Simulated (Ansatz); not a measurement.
# BiAu (rocksalt): equation of state

The task here is to estimate one member of a computed series from the others.

Program: Ansatz 0.2.0. Level of theory: DFT r²SCAN, scalar-relativistic, plane waves, PAW. These are calculated values, not measurements.

### The starting structure

Symmetry: Fm-3m, No. 225, cubic system. Conventional cell: a = 5.882 Å, b = 5.882 Å, c = 5.882 Å, α = 90.00°, β = 90.00°, γ = 90.00°. Au (site symmetry m-3m) is surrounded by 6 Bi at 2.94 Å. Bi (site symmetry m-3m) is surrounded by 6 Au at 2.94 Å.

Structure file:

```
Au Bi
1.0
     0.00000    2.94076    2.94076
     2.94076    0.00000    2.94076
     2.94076    2.94076    0.00000
Au Bi
1 1
Direct
  0.50000 0.50000 0.50000
  0.00000 0.00000 0.00000
```

This cell comes from an earlier session at r²SCAN: 25.432 Å³/atom at 0.01 GPa, on a 10×10×10 mesh.

Volume factors to run: 0.980, 1.020, 0.960, 1.040, 1.070.

Set-up of the first run:

input.yaml

```yaml
crystal:
  lattice:
    - [0.0, 2.921027526, 2.921027526]
    - [2.921027526, 0.0, 2.921027526]
    - [2.921027526, 2.921027526, 0.0]
  atoms:
    - { symbol: Au, position: [0.5, 0.5, 0.5] }
    - { symbol: Bi, position: [0.0, 0.0, 0.0] }
basis:
  ecutwfc: 500
  ecutrho_ratio: 4
kpoints:
  mp_grid: { grid: [10, 10, 10] }
hamiltonian:
  xc: r2scan
scf:
  occupations: { method: gaussian, width: 0.05 }
output:
  forces: true
  stress: true
  eigenvalues: true
```

Command:

```console
$ ansatz run input.yaml --threads 2 --pin off --max-ram 2662MiB --backend cpu --events-out ev --progress --plain --runs-dir out
```

Among the steps run: At 0.980 of the relaxed volume; Scaling the volume by 1.020; Scaling the volume by 0.960; Scaling the volume by 1.040; At 1.070 of the relaxed volume.

One table of the session follows, with a row left open; its other results are not shown here.

It belongs to the step «The fit». 

| volume (Å³/atom) | energy (meV/atom) | pressure (GPa) |
| --- | --- | --- |
| 24.415 | 11.21 | 3.69 |
| 24.923 | 2.69 | 1.74 |
| 25.432 | 0.00 | 0.01 |
| 25.941 | 2.46 | -1.51 |
| 26.449 | ? | ? |
| 27.212 | 27.31 | -4.58 |

**Question.** Estimate the row for volume (Å³/atom) = 26.449.

Worked estimate for «energy (meV/atom)». A straight line through the neighbours (25.941, 2.46) and (27.212, 27.31) gives 2.46 + (27.31 − 2.46) × (26.449 − 25.941) / (27.212 − 25.941) = 12.39; a parabola fitted to 3 rows on both sides gives 9.19.

The run gave: energy (meV/atom): 9.46; pressure (GPa): -2.85. In «energy (meV/atom)» the line misses by +2.93 and the parabola by -0.27.
